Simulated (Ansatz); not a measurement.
**Sr: a trigonal deformation path**

An exercise on one series of results from a longer session: the logs are not shown, and one member is left open.

Program: Ansatz 0.2.0. Level of theory: DFT PBEsol, scalar-relativistic, plane waves, PAW. These are calculated values, not measurements.

## The system as given

Symmetry: Fm-3m, No. 225, cubic system. The conventional cell has a = 6.085 Å, b = 6.085 Å, c = 6.085 Å, α = 90.00°, β = 90.00°, γ = 90.00°. Around Sr (site symmetry m-3m) lie 12 Sr at 4.30 Å.

Coordinates:

```
Sr
1.0
     0.00000    3.04235    3.04235
     3.04235    0.00000    3.04235
     3.04235    3.04235    0.00000
Sr
1
Direct
  0.00000 0.00000 0.00000
```

The cell is taken as given, not relaxed at this level.

Set-up of the first run:

At fixed volume and fractional coordinates, lengths along (0.577, 0.577, 0.577) are scaled against those across it; ρ is that ratio over its starting value.

The input, input.yaml:

```yaml
crystal:
  lattice:
    - [-1.2777069354, 2.5554138708, 2.5554138708]
    - [2.5554138708, -1.2777069354, 2.5554138708]
    - [2.5554138708, 2.5554138708, -1.2777069354]
  atoms:
    - { symbol: Sr, position: [0.0, 0.0, 0.0] }
basis:
  ecutwfc: 420
kpoints:
  mp_grid: { grid: [10, 10, 10] }
hamiltonian:
  xc: pbesol
scf:
  occupations: { method: gaussian, width: 0.03 }
output:
  forces: true
  stress: true
  eigenvalues: true
```

The run is started by

```console
ansatz run input.yaml --threads 1 --pin off --max-ram 2560MiB --backend cpu --events-out ev --progress --plain --runs-dir out
```

Among the steps run: ρ = 0.500; ρ = 2.000; At ρ = 0.710; Point ρ = 1.410; At ρ = 0.600; ρ = 0.850; At ρ = 1.200; At ρ = 1.700; ρ = 0.930; At ρ = 1.080.

One of the session's tables, all rows but one given; the rest of the session is left out.

It belongs to the step «The scan collected». 

```
    ρ  ΔE (meV/atom)  pressure (GPa)
0.500          373.1            -0.4
0.600              ?               ?
0.710          209.9            -0.6
0.850           59.4            -0.7
0.930            9.9            -0.8
1.000            0.0            -0.9
1.080            8.7            -0.8
1.200           79.2            -0.4
1.410          303.6             0.7
1.700          695.9             3.0
2.000         1145.5             5.1
```

Estimate the missing values for ρ = 0.600.

Worked estimate for «ΔE (meV/atom)». A straight line through the neighbours (0.500, 373.1) and (0.710, 209.9) gives 373.1 + (209.9 − 373.1) × (0.600 − 0.500) / (0.710 − 0.500) = 295.4; a parabola fitted to 3 rows on both sides gives 304.7.

**Answer.** ΔE (meV/atom): 324.9; pressure (GPa): -0.5. In «ΔE (meV/atom)» the line misses by -29.5 and the parabola by -20.2.
